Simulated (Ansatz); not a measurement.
The system is BiTe.

```
Bi Te
1.0
     0.00000    3.23500    3.23500
     3.23500    0.00000    3.23500
     3.23500    3.23500    0.00000
Bi Te
1 1
Cartesian
  0.0000 0.0000 0.0000
  3.2350 3.2350 3.2350
```

Base run:

* Program: Ansatz 0.2.0
* Functional: PBEsol
* Potentials or basis: Ansatz PAW
* Cutoff: 420 eV (not typed: the program's choice for these potentials)
* k mesh: 7 × 7 × 7
* Occupations: fermi-dirac, width 0.05 eV
* Spin: spin-orbit coupling, no magnetisation

Its results: band gap on the k mesh none (metal or under the smearing width); pressure -0.3 GPa.

Question: The run is repeated on the same cell with these changes: spin from spin-orbit coupling, no magnetisation to no spin polarisation; potential files from those of the base run to others of the same set. What comes out?

Answer: Band gap on the k mesh none (metal or under the smearing width); pressure -1.5 GPa.

Caveats: the PAW data sets come from PBE, with cores solved anew for the run's functional, which leaves a small shift of forces and pressure; spin-orbit coupling is left out, which moves the levels of the heavy elements (some runs).
